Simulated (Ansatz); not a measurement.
# CH7NO2Si2: two geometries relaxed

Are the two ends of the inversion of the pyramid at N1 separate minima, and which lies lower? Each is relaxed from a guess. SMILES of the start: N[Si]1(O)C[SiH]1O.

Method: RKS BLYP-D4/def2-SVP, in Ansatz 0.2.0.

### Step 1. The system as given

Bond lengths: N1–Si2 1.677 Å, Si2–O3 1.659 Å, Si2–C4 1.838 Å, C4–Si5 1.687 Å, Si5–O6 1.680 Å, N1–H7 1.056 Å, N1–H8 0.971 Å, O3–H9 0.978 Å, C4–H10 1.049 Å, C4–H11 1.129 Å, Si5–H12 1.484 Å, O6–H13 0.998 Å. Angles (14 of 17 angles, heavy atoms first): N1–Si2–O3 110.2°, N1–Si2–C4 101.0°, O3–Si2–C4 106.6°, Si2–C4–Si5 101.1°, C4–Si5–O6 116.9°, Si2–N1–H7 104.6°, Si2–N1–H8 108.3°, Si2–O3–H9 111.6°, Si2–C4–H10 110.7°, Si2–C4–H11 108.8°, Si5–C4–H10 118.5°, Si5–C4–H11 115.2°, C4–Si5–H12 120.6°, O6–Si5–H12 109.7°.

As a file:

```xyz
13

N    -1.8806   -0.6219    0.3287
Si   -0.7516    0.4255   -0.3360
O    -1.0448    0.6314   -1.9562
C     0.7802   -0.5813   -0.2046
Si    1.8016    0.4867    0.6090
O     1.5262    0.6992    2.2531
H    -2.8159   -0.2166    0.0516
H    -1.8285   -1.4680   -0.1447
H    -0.3239    1.1282   -2.3919
H     1.0737   -0.9357   -1.1478
H     0.5416   -1.5350    0.3498
H     2.1836    1.7825   -0.0056
H     0.7588    0.1703    2.6096
```

### Step 2. End point A

input.yaml

```yaml
crystal:
  periodic: [false, false, false]
  atoms:
    - { symbol: "N", position_ang: [-1.8806, -0.6219, 0.3287] }
    - { symbol: Si, position_ang: [-0.7516, 0.4255, -0.336] }
    - { symbol: O, position_ang: [-1.0448, 0.6314, -1.9562] }
    - { symbol: C, position_ang: [0.7802, -0.5813, -0.2046] }
    - { symbol: Si, position_ang: [1.8016, 0.4867, 0.609] }
    - { symbol: O, position_ang: [1.5262, 0.6992, 2.2531] }
    - { symbol: H, position_ang: [-2.8159, -0.2166, 0.0516] }
    - { symbol: H, position_ang: [-1.8285, -1.468, -0.1447] }
    - { symbol: H, position_ang: [-0.3239, 1.1282, -2.3919] }
    - { symbol: H, position_ang: [1.0737, -0.9357, -1.1478] }
    - { symbol: H, position_ang: [0.5416, -1.535, 0.3498] }
    - { symbol: H, position_ang: [2.1836, 1.7825, -0.0056] }
    - { symbol: H, position_ang: [0.7588, 0.1703, 2.6096] }
basis:
  gaussian: { orbitals: def2-SVP }
hamiltonian:
  xc: blyp
  dispersion: d4
relax:
  f_tol: 0.015
  max_steps: 40
output:
  orbitals: {}
```

The run is started by

```bash
> ansatz run input.yaml --threads 2 --pin off --max-ram 3072MiB --backend cpu --events-out ev --progress --plain --runs-dir out
```

What it wrote (excerpt; [...] marks lines left out):

```text
Warning: RAYON_NUM_THREADS=2 ignored (pool sized by the plan → 2); use --threads N
[...]
Functional definition: BLYP
[...]
1414 factors; their error is unknown
[...]
mean field -22476.95277120 eV, -826.0127789157 hartree, gradient 6.8e-6 eV, S^2 0.000000; 1 other end points of the search recorded, 0 dependent functions left out
[...]
reference -22476.95312829 eV, -826.0127920388 hartree; 32, 32 occupied and 95, 95 virtual orbitals, 1414 factors
relax step   1: F+E_penalty+E_count = -22477.73106830 eV  Δ(F+E_penalty+E_count) = +0.000e0 eV  max|allowed force component| = 4.936e0 eV/Å  Δτ_max = 0.0000 Å  (100 SCF iters, accepted)
[...]
relax step   4: F+E_penalty+E_count = -22480.07132244 eV  Δ(F+E_penalty+E_count) = -3.991e-1 eV  max|allowed force component| = 1.267e0 eV/Å  Δτ_max = 0.1951 Å  (39 SCF iters, accepted)
[...]
relax step   7: F+E_penalty+E_count = -22480.36851128 eV  Δ(F+E_penalty+E_count) = +6.285e-2 eV  max|allowed force component| = 1.069e0 eV/Å  Δτ_max = 0.2000 Å  (36 SCF iters, rejected (line search))
[...]
relax step  10: F+E_penalty+E_count = -22480.47906313 eV  Δ(F+E_penalty+E_count) = -6.113e-3 eV  max|allowed force component| = 1.296e-1 eV/Å  Δτ_max = 0.1500 Å  (31 SCF iters, accepted)
[...]
relax step  11: F+E_penalty+E_count = -22480.48410122 eV  Δ(F+E_penalty+E_count) = -5.038e-3 eV  max|allowed force component| = 6.858e-2 eV/Å  Δτ_max = 0.0583 Å  (30 SCF iters, accepted)
[...]
relax step  12: F+E_penalty+E_count = -22480.48775236 eV  Δ(F+E_penalty+E_count) = -3.651e-3 eV  max|allowed force component| = 6.161e-2 eV/Å  Δτ_max = 0.0642 Å  (30 SCF iters, accepted)
[...]
1414 factors; their error is unknown
mean field -22479.80327228 eV, -826.1175328983 hartree, gradient 1.2e-5 eV, S^2 0.000000; 0 other end points of the search recorded, 0 dependent functions left out
[...]
reference -22479.80364890 eV, -826.1175467388 hartree; 32, 32 occupied and 95, 95 virtual orbitals, 1414 factors
```

### Step 3. The log goes on: end point A relaxed

The log, continued (excerpt; [...] marks lines left out):

```text
relax step  13: F+E_penalty+E_count = -22480.49156619 eV  Δ(F+E_penalty+E_count) = -3.814e-3 eV  max|allowed force component| = 1.031e-1 eV/Å  Δτ_max = 0.1076 Å  (31 SCF iters, accepted)
[...]
relax step  15: F+E_penalty+E_count = -22480.49853819 eV  Δ(F+E_penalty+E_count) = -3.736e-3 eV  max|allowed force component| = 1.843e-1 eV/Å  Δτ_max = 0.0984 Å  (30 SCF iters, accepted)
[...]
relax step  17: F+E_penalty+E_count = -22480.50015020 eV  Δ(F+E_penalty+E_count) = +1.243e-3 eV  max|allowed force component| = 1.793e-1 eV/Å  Δτ_max = 0.1211 Å  (31 SCF iters, rejected (line search))
[...]
relax step  19: F+E_penalty+E_count = -22480.50413512 eV  Δ(F+E_penalty+E_count) = -3.357e-4 eV  max|allowed force component| = 9.052e-2 eV/Å  Δτ_max = 0.0743 Å  (30 SCF iters, accepted)
[...]
Atom 3 at     1.016631    -0.883389    -0.444415 Å, force     0.006608     0.003634     0.005836 eV/Å
Atom 4 at     1.282200     0.732778     0.613400 Å, force    -0.006810    -0.007038     0.001798 eV/Å
Atom 5 at     1.042874     0.614891     2.281170 Å, force    -0.003787    -0.000772    -0.010817 eV/Å
Atom 6 at    -2.540711     0.210052     0.662989 Å, force     0.000533    -0.001013     0.001468 eV/Å
Atom 7 at    -2.040784    -1.357490     0.367932 Å, force     0.000361    -0.000730     0.000110 eV/Å
Atom 8 at    -0.688445     1.224908    -2.682274 Å, force    -0.000563    -0.002208    -0.001914 eV/Å
Atom 9 at     1.701486    -0.832371    -1.319147 Å, force     0.000951     0.001891    -0.001358 eV/Å
Atom 10 at     1.007859    -1.908051    -0.021662 Å, force    -0.001632    -0.001778    -0.000326 eV/Å
Atom 11 at     2.558669     1.486489     0.409434 Å, force     0.001609    -0.000072    -0.000508 eV/Å
Atom 12 at     0.147136     0.264087     2.465403 Å, force     0.002674     0.001121     0.002076 eV/Å
Dipole moment:    -0.312918    -0.040795    -0.224872 e Å
```

Run time: 2.8 min. Hardware: 2 threads of AMD EPYC, shared host; peak memory 0.29 GiB.

Step by step:

```
step  energy from step 1 (eV)  largest force component (eV/Å)
   1                   0.0000                          4.9361
   2                  -1.2091                          3.0372
   3                  -1.9412                          1.9907
   4                  -2.3403                          1.2671
   5                  -2.5743                          1.0159
   6                  -2.7003                          0.5519
  7x                  -2.6374                          1.0691
   8                  -2.7342                          0.1839
   9                  -2.7419                          0.1131
  10                  -2.7480                          0.1296
  11                  -2.7530                          0.0686
  12                  -2.7567                          0.0616
  13                  -2.7605                          0.1031
  14                  -2.7637                          0.1198
  15                  -2.7675                          0.1843
  16                  -2.7703                          0.1743
 17x                  -2.7691                          0.1793
  18                  -2.7727                          0.1172
  19                  -2.7731                          0.0905
  20                  -2.7738                          0.0599
  21                  -2.7739                          0.0429
  22                  -2.7740                          0.0108
```

Step 1 is the start. 2 steps were tried and not accepted (marked x).

After: Bond lengths: N1–Si2 1.751 Å, Si2–O3 1.690 Å, Si2–C4 1.899 Å, Si2–Si5 2.273 Å, C4–Si5 1.950 Å, Si5–O6 1.689 Å, N1–H7 1.026 Å, N1–H8 1.027 Å, O3–H9 0.976 Å, C4–H10 1.112 Å, C4–H11 1.108 Å, Si5–H12 1.496 Å, O6–H13 0.979 Å. Angles (14 of 23 angles, heavy atoms first): N1–Si2–O3 112.1°, N1–Si2–C4 107.1°, N1–Si2–Si5 105.2°, O3–Si2–C4 124.1°, O3–Si2–Si5 139.4°, C4–Si2–Si5 54.8°, Si2–C4–Si5 72.4°, Si2–Si5–C4 52.8°, Si2–Si5–O6 114.9°, C4–Si5–O6 117.3°, Si2–N1–H7 117.6°, Si2–N1–H8 117.0°, Si2–O3–H9 114.8°, Si2–C4–H10 112.9°.

Pairs that crossed the distance rule for bonds on the way: came closer Si2–Si5.

### Step 4. End point B

The second end starts from a geometry with the move made by hand.

Changes to input.yaml since step 2:

```diff
@@ -9,4 +9,4 @@
     - { symbol: O, position_ang: [1.5262, 0.6992, 2.2531] }
-    - { symbol: H, position_ang: [-2.8159, -0.2166, 0.0516] }
-    - { symbol: H, position_ang: [-1.8285, -1.468, -0.1447] }
+    - { symbol: H, position_ang: [-2.23747, -0.1197, 1.18676] }
+    - { symbol: H, position_ang: [-1.41096, -1.39805, 0.67473] }
     - { symbol: H, position_ang: [-0.3239, 1.1282, -2.3919] }
@@ -24,3 +24 @@
   max_steps: 40
-output:
-  orbitals: {}
```

The run is started by

```bash
> ansatz run input.yaml --threads 2 --pin off --max-ram 3072MiB --backend cpu --events-out ev --progress --plain --runs-dir out
```

What it wrote (excerpt; [...] marks lines left out):

```text
Warning: RAYON_NUM_THREADS=2 ignored (pool sized by the plan → 2); use --threads N
[...]
[... 1 set-up line as earlier in the session ...]
[...]
1414 factors; their error is unknown
[...]
mean field -22476.81373395 eV, -826.0076693912 hartree, gradient 2.8e-5 eV, S^2 0.000000; 1 other end points of the search recorded, 0 dependent functions left out
[...]
reference -22476.81409173 eV, -826.0076825394 hartree; 32, 32 occupied and 95, 95 virtual orbitals, 1414 factors
relax step   1: F+E_penalty+E_count = -22477.59549834 eV  Δ(F+E_penalty+E_count) = +0.000e0 eV  max|allowed force component| = 4.851e0 eV/Å  Δτ_max = 0.0000 Å  (93 SCF iters, accepted)
[...]
relax step   5: F+E_penalty+E_count = -22480.23868102 eV  Δ(F+E_penalty+E_count) = -2.421e-1 eV  max|allowed force component| = 1.007e0 eV/Å  Δτ_max = 0.1925 Å  (37 SCF iters, accepted)
[...]
relax step   9: F+E_penalty+E_count = -22480.44667914 eV  Δ(F+E_penalty+E_count) = -9.896e-3 eV  max|allowed force component| = 1.942e-1 eV/Å  Δτ_max = 0.1189 Å  (29 SCF iters, accepted)
[...]
relax step  13: F+E_penalty+E_count = -22480.46530139 eV  Δ(F+E_penalty+E_count) = -9.115e-3 eV  max|allowed force component| = 2.390e-1 eV/Å  Δτ_max = 0.0487 Å  (31 SCF iters, accepted)
[...]
relax step  15: F+E_penalty+E_count = -22480.48106987 eV  Δ(F+E_penalty+E_count) = -6.534e-3 eV  max|allowed force component| = 2.285e-1 eV/Å  Δτ_max = 0.0750 Å  (30 SCF iters, accepted)
[...]
relax step  16: F+E_penalty+E_count = -22480.48739789 eV  Δ(F+E_penalty+E_count) = -6.328e-3 eV  max|allowed force component| = 3.225e-1 eV/Å  Δτ_max = 0.1120 Å  (31 SCF iters, accepted)
```

### Step 5. The output, continued: end point B relaxed

Output, continued:

```text
these checks for a lower state are left out or cut short: starts, cluster_reference, orbital_swaps, neighbouring_geometries, increment
1414 factors; their error is unknown
mean field -22479.79906996 eV, -826.1173784660 hartree, gradient 1.1e-5 eV, S^2 0.000000; 0 other end points of the search recorded, 0 dependent functions left out
the calculation of the forces begins
reference -22479.79944614 eV, -826.1173922904 hartree; 32, 32 occupied and 95, 95 virtual orbitals, 1414 factors
relax step  17: F+E_penalty+E_count = -22480.49091649 eV  Δ(F+E_penalty+E_count) = -3.519e-3 eV  max|allowed force component| = 2.999e-1 eV/Å  Δτ_max = 0.0985 Å  (30 SCF iters, accepted)
these checks for a lower state are left out or cut short: starts, cluster_reference, orbital_swaps, neighbouring_geometries, increment
1414 factors; their error is unknown
mean field evaluation 160: about -22479.8815 eV, gradient 2.2e0 eV
mean field -22479.80291915 eV, -826.1175199211 hartree, gradient 1.0e-5 eV, S^2 0.000000; 0 other end points of the search recorded, 0 dependent functions left out
the calculation of the forces begins
reference -22479.80329519 eV, -826.1175337403 hartree; 32, 32 occupied and 95, 95 virtual orbitals, 1414 factors
relax step  18: F+E_penalty+E_count = -22480.49552100 eV  Δ(F+E_penalty+E_count) = -4.605e-3 eV  max|allowed force component| = 2.072e-1 eV/Å  Δτ_max = 0.0578 Å  (31 SCF iters, accepted)
these checks for a lower state are left out or cut short: starts, cluster_reference, orbital_swaps, neighbouring_geometries, increment
1414 factors; their error is unknown
mean field -22479.80455009 eV, -826.1175798571 hartree, gradient 9.8e-6 eV, S^2 0.000000; 0 other end points of the search recorded, 0 dependent functions left out
the calculation of the forces begins
reference -22479.80492587 eV, -826.1175936668 hartree; 32, 32 occupied and 95, 95 virtual orbitals, 1414 factors
relax step  19: F+E_penalty+E_count = -22480.49867800 eV  Δ(F+E_penalty+E_count) = -3.157e-3 eV  max|allowed force component| = 5.781e-2 eV/Å  Δτ_max = 0.0387 Å  (31 SCF iters, accepted)
these checks for a lower state are left out or cut short: starts, cluster_reference, orbital_swaps, neighbouring_geometries, increment
1414 factors; their error is unknown
mean field -22479.80437862 eV, -826.1175735555 hartree, gradient 1.1e-5 eV, S^2 0.000000; 0 other end points of the search recorded, 0 dependent functions left out
the calculation of the forces begins
reference -22479.80475392 eV, -826.1175873478 hartree; 32, 32 occupied and 95, 95 virtual orbitals, 1414 factors
relax step  20: F+E_penalty+E_count = -22480.50126070 eV  Δ(F+E_penalty+E_count) = -2.583e-3 eV  max|allowed force component| = 8.609e-2 eV/Å  Δτ_max = 0.0710 Å  (30 SCF iters, accepted)
these checks for a lower state are left out or cut short: starts, cluster_reference, orbital_swaps, neighbouring_geometries, increment
1414 factors; their error is unknown
mean field -22479.80240311 eV, -826.1175009569 hartree, gradient 1.1e-5 eV, S^2 0.000000; 0 other end points of the search recorded, 0 dependent functions left out
the calculation of the forces begins
reference -22479.80277782 eV, -826.1175147275 hartree; 32, 32 occupied and 95, 95 virtual orbitals, 1414 factors
relax step  21: F+E_penalty+E_count = -22480.50260472 eV  Δ(F+E_penalty+E_count) = -1.344e-3 eV  max|allowed force component| = 1.627e-1 eV/Å  Δτ_max = 0.0790 Å  (30 SCF iters, accepted)
these checks for a lower state are left out or cut short: starts, cluster_reference, orbital_swaps, neighbouring_geometries, increment
1414 factors; their error is unknown
mean field evaluation 192: about -22479.8029 eV, gradient 1.0e-3 eV
mean field -22479.80289905 eV, -826.1175191825 hartree, gradient 1.1e-5 eV, S^2 0.000000; 0 other end points of the search recorded, 0 dependent functions left out
the calculation of the forces begins
reference -22479.80327356 eV, -826.1175329455 hartree; 32, 32 occupied and 95, 95 virtual orbitals, 1414 factors
relax step  22: F+E_penalty+E_count = -22480.50360401 eV  Δ(F+E_penalty+E_count) = -9.993e-4 eV  max|allowed force component| = 8.162e-2 eV/Å  Δτ_max = 0.0130 Å  (33 SCF iters, accepted)
these checks for a lower state are left out or cut short: starts, cluster_reference, orbital_swaps, neighbouring_geometries, increment
1414 factors; their error is unknown
mean field -22479.80200016 eV, -826.1174861487 hartree, gradient 1.1e-5 eV, S^2 0.000000; 0 other end points of the search recorded, 0 dependent functions left out
the calculation of the forces begins
reference -22479.80237418 eV, -826.1174998939 hartree; 32, 32 occupied and 95, 95 virtual orbitals, 1414 factors
relax step  23: F+E_penalty+E_count = -22480.50463916 eV  Δ(F+E_penalty+E_count) = -1.035e-3 eV  max|allowed force component| = 5.474e-2 eV/Å  Δτ_max = 0.0408 Å  (31 SCF iters, accepted)
these checks for a lower state are left out or cut short: starts, cluster_reference, orbital_swaps, neighbouring_geometries, increment
1414 factors; their error is unknown
mean field -22479.79979484 eV, -826.1174051048 hartree, gradient 1.1e-5 eV, S^2 0.000000; 0 other end points of the search recorded, 0 dependent functions left out
the calculation of the forces begins
reference -22479.80016882 eV, -826.1174188482 hartree; 32, 32 occupied and 95, 95 virtual orbitals, 1414 factors
relax step  24: F+E_penalty+E_count = -22480.50453496 eV  Δ(F+E_penalty+E_count) = +1.042e-4 eV  max|allowed force component| = 5.954e-2 eV/Å  Δτ_max = 0.0468 Å  (31 SCF iters, rejected (line search))
these checks for a lower state are left out or cut short: starts, cluster_reference, orbital_swaps, neighbouring_geometries, increment
1414 factors; their error is unknown
mean field -22479.80137581 eV, -826.1174632044 hartree, gradient 1.2e-5 eV, S^2 0.000000; 0 other end points of the search recorded, 0 dependent functions left out
the calculation of the forces begins
reference -22479.80174981 eV, -826.1174769485 hartree; 32, 32 occupied and 95, 95 virtual orbitals, 1414 factors
relax step  25: F+E_penalty+E_count = -22480.50503227 eV  Δ(F+E_penalty+E_count) = -3.931e-4 eV  max|allowed force component| = 1.965e-2 eV/Å  Δτ_max = 0.0223 Å  (31 SCF iters, accepted)
these checks for a lower state are left out or cut short: starts, cluster_reference, orbital_swaps, neighbouring_geometries, increment
1414 factors; their error is unknown
mean field -22479.80094290 eV, -826.1174472954 hartree, gradient 1.2e-5 eV, S^2 0.000000; 0 other end points of the search recorded, 0 dependent functions left out
the calculation of the forces begins
reference -22479.80131682 eV, -826.1174610366 hartree; 32, 32 occupied and 95, 95 virtual orbitals, 1414 factors
relax step  26: F+E_penalty+E_count = -22480.50506752 eV  Δ(F+E_penalty+E_count) = -3.525e-5 eV  max|allowed force component| = 9.630e-3 eV/Å  Δτ_max = 0.0113 Å  (33 SCF iters, accepted)
1414 factors; their error is unknown
mean field evaluation 224: about -22479.8009 eV, gradient 1.2e-5 eV
mean field -22479.80094290 eV, -826.1174472954 hartree, gradient 1.2e-5 eV, S^2 0.000000; 1 other end points of the search recorded, 0 dependent functions left out
the calculation of the forces begins
reference -22479.80131682 eV, -826.1174610366 hartree; 32, 32 occupied and 95, 95 virtual orbitals, 1414 factors
Total energy: -22480.50544144 eV, -826.1433371390 hartree
Atom 0 at    -1.589267    -0.355873     0.820950 Å, force     0.000124    -0.004478     0.001395 eV/Å
Atom 1 at    -0.518115     0.206589    -0.444565 Å, force     0.002173     0.008260    -0.006504 eV/Å
Atom 2 at    -1.357810     0.585738    -1.861116 Å, force     0.007512    -0.000668     0.000556 eV/Å
Atom 3 at     1.038105    -0.881225    -0.385700 Å, force     0.001189    -0.002955    -0.001153 eV/Å
Atom 4 at     1.419263     0.748596     0.612988 Å, force    -0.009629     0.005561     0.001704 eV/Å
Atom 5 at     1.354420     0.659074     2.297897 Å, force    -0.000374    -0.003863     0.002689 eV/Å
Atom 6 at    -2.376817     0.247738     1.080179 Å, force    -0.000582     0.000848    -0.000001 eV/Å
Atom 7 at    -1.918648    -1.326894     0.756069 Å, force    -0.000043     0.002156     0.001328 eV/Å
Atom 8 at    -0.883775     1.182771    -2.470615 Å, force    -0.005266    -0.001974     0.000305 eV/Å
Atom 9 at     1.626341    -0.842761    -1.328901 Å, force    -0.001191    -0.001111    -0.000611 eV/Å
Atom 10 at     1.071526    -1.901033     0.047588 Å, force     0.001788     0.000344     0.000618 eV/Å
Atom 11 at     2.669687     1.493197     0.264407 Å, force     0.000622    -0.003101    -0.000163 eV/Å
Atom 12 at     0.481461     0.316233     2.580409 Å, force     0.003678     0.000981    -0.000164 eV/Å
Dipole moment:    -0.331891    -0.048403    -0.193581 e Å
```

Run time: 3.2 min. Hardware: 2 threads of AMD EPYC, shared host; peak memory 0.29 GiB.

Relaxation path:

```
step  energy from step 1 (eV)  largest force component (eV/Å)
   1                   0.0000                          4.8511
   2                  -1.2156                          3.1285
   3                  -2.0029                          2.0066
   4                  -2.4010                          1.3158
   5                  -2.6432                          1.0067
   6                  -2.7735                          0.4136
   7                  -2.7888                          0.5579
   8                  -2.8413                          0.2437
   9                  -2.8512                          0.1942
 10x                  -2.8501                          0.2704
  11                  -2.8607                          0.3068
 12x                  -2.8515                          0.9331
  13                  -2.8698                          0.2390
  14                  -2.8790                          0.1590
  15                  -2.8856                          0.2285
  16                  -2.8919                          0.3225
  17                  -2.8954                          0.2999
  18                  -2.9000                          0.2072
  19                  -2.9032                          0.0578
  20                  -2.9058                          0.0861
  21                  -2.9071                          0.1627
  22                  -2.9081                          0.0816
  23                  -2.9091                          0.0547
 24x                  -2.9090                          0.0595
  25                  -2.9095                          0.0196
  26                  -2.9096                          0.0096
```

Step 1 is the start. 3 steps were tried and not accepted (marked x).

After: Bond lengths: N1–Si2 1.751 Å, Si2–O3 1.690 Å, Si2–C4 1.900 Å, Si2–Si5 2.273 Å, C4–Si5 1.949 Å, Si5–O6 1.689 Å, N1–H7 1.026 Å, N1–H8 1.027 Å, O3–H9 0.976 Å, C4–H10 1.112 Å, C4–H11 1.109 Å, Si5–H12 1.496 Å, O6–H13 0.979 Å. Angles (14 of 23 angles, heavy atoms first): N1–Si2–O3 112.0°, N1–Si2–C4 107.1°, N1–Si2–Si5 105.2°, O3–Si2–C4 124.2°, O3–Si2–Si5 139.5°, C4–Si2–Si5 54.8°, Si2–C4–Si5 72.4°, Si2–Si5–C4 52.8°, Si2–Si5–O6 114.8°, C4–Si5–O6 117.4°, Si2–N1–H7 117.6°, Si2–N1–H8 117.0°, Si2–O3–H9 114.8°, Si2–C4–H10 112.8°.

Pairs that crossed the distance rule for bonds on the way: came closer Si2–Si5.

### Step 6. What came out

| quantity | value |
| --- | --- |
| end A | 19 moves, 2.774 eV lower |
| end B | 22 moves, 2.910 eV lower |
| largest difference between the ends | 0.02 Å |
| end B relative to end A | -0.000 eV |

In words: The two relaxations end at one structure, within 0.02 Å: no second minimum was found from this start, which doesn't rule one out.
